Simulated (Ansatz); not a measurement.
**CuB+ (doublet): from Hartree-Fock to the top rungs, def2-TZVPP**

The task here is to estimate one member of a computed series from the others.

Method: def2-TZVPP, core rule «outside noble gas», up to 10 orbitals frozen; program: Ansatz 0.2.0, Gaussian basis.

To be run: UHF; ROHF; CCSD(T) on UHF.

2 further runs of the same task are left out: 2 set aside as unsound or not needed.

## The geometry

The geometry is a PBE0/def2-TZVP stationary point (not a proven minimum) of the parent state, kept for this charge and spin.

2 atoms, charge 1, spin multiplicity 2.

Atoms are counted from 1 here; the program's logs count them from 0.

Bond lengths: Cu1–B2 1.957 Å.

The first run:

The input, in.yaml:

```yaml
crystal:
  periodic: [false, false, false]
  atoms:
    - {symbol: Cu, position_ang: [0.000000, 0.000000, 0.000000]}
    - {symbol: B, position_ang: [0.000000, 0.000000, 1.956974]}
basis:
  gaussian: {orbitals: def2-TZVPP}
total_charge: 1
magnetization: {spin_polarized: true, initial_magnetization: 1}
hamiltonian: {xc: hf}
output: {orbitals: {seedname: orbitals}}
```

Started as:

```console
$ ansatz run in.yaml --threads 1 --pin off --events-out ev --progress --plain --max-ram 4096MiB --backend cpu
```

Steps of the session up to this table: UHF; ROHF; CCSD(T) on UHF.

One of the session's tables, all rows but one given; the rest of the session is left out.

It belongs to the step «Misses and costs». 

| method | from UCCSD(T) (meV) |
| --- | --- |
| ROHF | ? |
| UHF | +13748.7 |
| UMP2 | -796.8 |
| UCCSD | +610.1 |
| UCCSD(T) | 0 |

**Question.** Estimate the row for ROHF.

As computed: from UCCSD(T) (meV): +13833.8. In the column «from UCCSD(T) (meV)» it is the highest.
